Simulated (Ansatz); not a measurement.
**Ti2Si4W (element-swapped structure): how the settings move a relaxation**

How sensitive is a relaxation of Ti2Si4W (element-swapped structure) to its settings? A reference run comes first, then four runs with altered input.

Computed with Ansatz 0.2.0 (reference: DFT PBE, plane waves, PAW, scalar-relativistic, no spin polarisation, unless a step's input says otherwise).

## 1. The system as given

It takes space group I4/mmm (No. 139, tetragonal). The conventional cell has a = 6.235 Å, b = 6.235 Å, c = 5.095 Å, α = 90.00°, β = 90.00°, γ = 90.00°. W (site symmetry 4/mmm) is surrounded by 4 Si at 2.67 Å. Around Si (site symmetry m2m) lie 4 Si at 2.46 to 2.71 Å and 4 Ti at 2.59 Å and 1 W at 2.67 Å. Ti (site symmetry -4m2) has 2 Ti at 2.55 Å and 8 Si at 2.59 Å as nearest neighbours.

Structure file:

```cif
data_structure
_symmetry_space_group_name_H-M 'I4/mmm'
_symmetry_Int_Tables_number 139
_cell_length_a 6.2353
_cell_length_b 6.2353
_cell_length_c 5.0945
_cell_angle_alpha 90.000
_cell_angle_beta 90.000
_cell_angle_gamma 90.000
_cell_volume 198.07
loop_
_atom_site_label
_atom_site_type_symbol
_atom_site_symmetry_multiplicity
_atom_site_Wyckoff_symbol
_atom_site_fract_x
_atom_site_fract_y
_atom_site_fract_z
_atom_site_occupancy
W1 W 2 a 0.00000 0.00000 0.00000 1
Si1 Si 8 h 0.30300 0.30300 0.00000 1
Ti1 Ti 4 d 0.00000 0.50000 0.25000 1
```

## 2. Baseline

input.yaml

```yaml
crystal:
  lattice:
    - [-3.117666, 3.117666, 2.547271]
    - [3.117666, -3.117666, 2.547271]
    - [3.117666, 3.117666, -2.547271]
  atoms:
    - { symbol: W, position: [0.0, 0.0, 0.0] }
    - { symbol: Si, position: [0.303, 0.303, 0.606] }
    - { symbol: Si, position: [0.303, 0.697, 0.0] }
    - { symbol: Si, position: [0.697, 0.697, 0.394] }
    - { symbol: Si, position: [0.697, 0.303, 0.0] }
    - { symbol: Ti, position: [0.75, 0.25, 0.5] }
    - { symbol: Ti, position: [0.25, 0.75, 0.5] }
  symmetry: { tolerance: 0.0003 }
kpoints:
  mp_grid: { grid: [5, 5, 5], shift: [0, 0, 0] }
magnetization:
  spin_polarized: false
scf:
  occupations: { method: methfessel_paxton, width: 0.2306 }
hamiltonian:
  pseudopotentials: { kind: paw }
  xc: pbe
basis:
  ecutwfc: 420
output:
  forces: true
  stress: true
  eigenvalues: true
relax:
  max_steps: 40
  cell: {}
```

Started as:

```bash
> ansatz run input.yaml --threads 1 --pin off --max-ram 2560MiB --backend cpu --events-out ev --progress --plain --runs-dir out
```

## 3. Changing settings: lower_state_search light, pseudopotentials.source jth

Changes to input.yaml since step 2:

```diff
@@ -20,4 +20,5 @@
   occupations: { method: methfessel_paxton, width: 0.2306 }
+  lower_state_search: light
 hamiltonian:
-  pseudopotentials: { kind: paw }
+  pseudopotentials: { kind: paw, source: jth }
   xc: pbe
```

## 4. Changed: occupations.method cold, occupations.width 0.005

Changes to input.yaml since step 2:

```diff
@@ -19,3 +19,3 @@
 scf:
-  occupations: { method: methfessel_paxton, width: 0.2306 }
+  occupations: { method: cold, width: 0.005 }
 hamiltonian:
@@ -29,2 +29,6 @@
   eigenvalues: true
+  write_density: true
+  write_potential: true
+  elf: true
+  volumetric_format: npy
 relax:
```

## 5. A run with other settings

Changes to input.yaml since step 2:

```diff
@@ -15,3 +15,3 @@
 kpoints:
-  mp_grid: { grid: [5, 5, 5], shift: [0, 0, 0] }
+  mp_grid: { grid: [5, 5, 5], shift: [0.5, 0.5, 0.5] }
 magnetization:
@@ -20,2 +20,3 @@
   occupations: { method: methfessel_paxton, width: 0.2306 }
+  convergence: { dr2_threshold: 0.0001 }
 hamiltonian:
@@ -29,2 +30,6 @@
   eigenvalues: true
+  write_density: true
+  write_potential: true
+  elf: true
+  volumetric_format: npy
 relax:
```

## 7. Variant: scf.algorithm density_mixing

Changes to input.yaml since step 2:

```diff
@@ -20,2 +20,3 @@
   occupations: { method: methfessel_paxton, width: 0.2306 }
+  algorithm: density_mixing
 hamiltonian:
```

(Steps that only read results are left out.)

What does the calculation give? Wanted: for each run, ending; energy change; pressure; gap; force.

**Answer**, as computed:

| run | ending | energy change | pressure (GPa) | gap (eV) | force (eV/Å) | cycles | time |
| --- | --- | --- | --- | --- | --- | --- | --- |
| reference | converged | 0 | 0.0 | 0.00 | 0.00 | 25 | 22 s |
| 1: lower_state_search light, pseudopotentials.source jth | converged | not comparable | 0.0 | 0.00 | 0.00 | 31 | 24 s |
| 2: occupations.method cold, occupations.width 0.005 | converged | +0.3 meV/atom (σ→0) | 0.0 | 0.00 | 0.00 | 26 | 25 s |
| 3: mp_grid.shift [0.5, 0.5, 0.5], dr2_threshold 0.0001 | converged | +3.0 meV/atom | 0.0 | 0.00 | 0.00 | 17 | 25 s |
| 4: scf.algorithm density_mixing | converged | 0.0 meV/atom | 0.0 | 0.00 | 0.00 | 25 | 22 s |

Times don't compare one to one where runs were asked for different outputs or read a saved state (see the inputs); cycles may leave out searches for a lower state.

Run 1 ran under the cutoff that the potentials recommend, as the log warns, so basis error is mixed into its values, and swamps them where the cutoff is far short. The reference leaves spin out although Ti and W can carry a moment, so its state need not be the lowest.

Caveats on the reference run: its mesh is coarse for a cell with so small a gap or none.
